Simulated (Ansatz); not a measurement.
# AlGaHCl+ (doublet): the correlation ladder, cc-pVDZ

One table from this session's results is given with a row withheld; the runs are named, their logs left out.

The runs use Ansatz 0.2.0, Gaussian basis; cc-pVDZ, core rule «outside noble gas», up to 24 orbitals frozen.

Plan: UHF; CCSD(T) on ROHF; CCSD(T) on UHF; BCCD(T) on ROHF; CISD as a restricted active space (open shells left free, so some higher excitations enter); CCSDT(Q) on ROHF; CCSDT(Q) on UHF; CASSCF and MRCISD+Q, 9 electrons in 9 orbitals; CASSCF and NEVPT4(SD), 9 electrons in 9 orbitals; CASSCF and NEVPT2, 9 electrons in 9 orbitals.

25 further runs of the same task are left out: 3 for a known fault of the program, 11 that didn't finish, 11 set aside as unsound or not needed. Runs told in other sessions of the task aren't counted.

## The geometry

The geometry is a PBE0/def2-TZVP stationary point (not a proven minimum) of the parent state, kept for this charge and spin. No spin-orbit coupling is included. The filled d shell of Ga may be among the frozen orbitals whatever the setting's name suggests.

4 atoms, charge 1, spin multiplicity 2.

Atoms are counted from 1 here; the program's logs count them from 0.

Bond lengths: Cl1–Al2 2.129 Å, Al2–Ga3 2.649 Å, Al2–H4 1.897 Å, Ga3–H4 1.875 Å. Angles: Cl1–Al2–Ga3 150.0°, Cl1–Al2–H4 104.9°, Ga3–Al2–H4 45.1°, Al2–Ga3–H4 45.7°, Al2–H4–Ga3 89.2°.

Set-up of the first run:

in.yaml reads:

```yaml
crystal:
  periodic: [false, false, false]
  atoms:
    - {symbol: Cl, position_ang: [0.000000, 0.190032, 2.849429]}
    - {symbol: Al, position_ang: [0.000000, -0.473503, 0.826644]}
    - {symbol: Ga, position_ang: [0.000000, 0.070478, -1.765763]}
    - {symbol: H, position_ang: [0.000000, 1.115800, -0.209029]}
basis:
  gaussian: {orbitals: cc-pVDZ}
total_charge: 1
magnetization: {spin_polarized: true, initial_magnetization: 1}
hamiltonian: {xc: hf}
output: {orbitals: {seedname: orbitals}}
```

Started as:

```bash
$ ansatz run in.yaml --threads 1 --pin off --events-out ev --progress --plain --max-ram 2393MiB
```

Steps of the session up to this table: UHF; CCSD(T) on ROHF; CCSD(T) on UHF; BCCD(T) on ROHF; CISD as a restricted active space (open shells left free, so some higher excitations enter); CCSDT(Q) on ROHF; CCSDT(Q) on UHF; CASSCF and MRCISD+Q, 9 electrons in 9 orbitals; CASSCF and NEVPT4(SD), 9 electrons in 9 orbitals; CASSCF and NEVPT2, 9 electrons in 9 orbitals.

One of the session's tables, all rows but one given; the rest of the session is left out.

| method | from UCCSDT(Q) (kJ/mol) |
| --- | --- |
| ROHF | +694.7 |
| UHF | +687.7 |
| RMP2 | +118.0 |
| UMP2 | +118.8 |
| CISD | +90.9 |
| RCCSD | +23.1 |
| UCCSD | +22.9 |
| RCCSD(T) | +4.8 |
| UCCSD(T) | +4.8 |
| BCCD(T) | +4.7 |
| RCCSDT | +1.5 |
| UCCSDT | +1.5 |
| RCCSDT(Q) | ? |
| UCCSDT(Q) | 0 |
| CASSCF frontier | +505.7 |
| MRCISD frontier | +58.0 |
| MRCISD+Q frontier | +7.7 |

Q: Estimate the row for RCCSDT(Q) from the others.

As computed: from UCCSDT(Q) (kJ/mol): +0.2. In the column «from UCCSDT(Q) (kJ/mol)» it lies between UCCSDT(Q) (0) and RCCSDT (+1.5).

Not comparable, so not listed: CASSCF and NEVPT4(SD), 9 electrons in 9 orbitals; CASSCF and NEVPT2, 9 electrons in 9 orbitals (they don't share determinant, frozen orbitals or solution with the rows shown, or repeat one).

Caveats from the session: Restricted and unrestricted rows rest on different reference determinants; a gap between their highest levels can come from leftover correlation error, from unlike frozen cores or from another state. Warnings in the runs' records: passed over end.
